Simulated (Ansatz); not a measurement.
# ClFH4MgO: the cost of one run

All numbers below are computed with Ansatz 0.2.0 (RKS B3LYP/def2-SVPD).

## (1) Starting point

Bond lengths: Mg1–Cl3 2.120 Å, Mg1–O5 2.418 Å, Mg1–H6 1.862 Å, Mg1–F7 1.970 Å, O5–H8 0.956 Å. Angles: Cl3–Mg1–O5 129.4°, Cl3–Mg1–H6 147.7°, Cl3–Mg1–F7 152.3°, O5–Mg1–H6 82.1°, O5–Mg1–F7 66.3°, H6–Mg1–F7 36.9°, Mg1–O5–H8 127.3°.

Structure file:

```xyz
8

Mg   -0.4797   -0.6384   -0.6083
H     1.1847    0.4427   -1.7044
Cl   -1.9442   -1.9390   -1.4190
H     0.4124    0.4356    0.9244
O    -0.6937    1.0077    1.1494
H     1.2051    0.1352   -0.7767
F     1.1993   -0.2925    0.3622
H    -0.8839    0.8487    2.0724
```

## (2) Pulling towards end A

Springs on the bonds that form and break draw the guess towards this end; the thresholds are loose.

Input file input.yaml:

```yaml
crystal:
  periodic: [false, false, false]
  atoms:
    - { symbol: Mg, position_ang: [-0.4797, -0.6384, -0.6083] }
    - { symbol: H, position_ang: [1.1847, 0.4427, -1.7044] }
    - { symbol: Cl, position_ang: [-1.9442, -1.939, -1.419] }
    - { symbol: H, position_ang: [0.4124, 0.4356, 0.9244] }
    - { symbol: O, position_ang: [-0.6937, 1.0077, 1.1494] }
    - { symbol: H, position_ang: [1.2051, 0.1352, -0.7767] }
    - { symbol: F, position_ang: [1.1993, -0.2925, 0.3622] }
    - { symbol: H, position_ang: [-0.8839, 0.8487, 2.0724] }
basis:
  gaussian: { orbitals: def2-SVPD }
hamiltonian:
  xc: b3lyp
relax:
  f_tol: 0.15
  max_steps: 25
  restrain:
    - { distance: [0, 4], at: 3.37, k: 30.0 }
    - { distance: [3, 6], at: 2.18, k: 30.0 }
    - { distance: [5, 1], at: 1.92, k: 30.0 }
    - { distance: [0, 1], at: 1.72, k: 30.0 }
    - { distance: [3, 4], at: 0.97, k: 30.0 }
    - { distance: [5, 6], at: 0.88, k: 30.0 }
```

Launch:

```sh
ansatz run input.yaml --threads 4 --pin off --max-ram 5120MiB --backend cpu --events-out ev --progress --plain --runs-dir out
```

What time and memory should one allow on 4 threads of Arm Neoverse N1, shared host?

About 39 s, with a peak of 0.28 GiB.
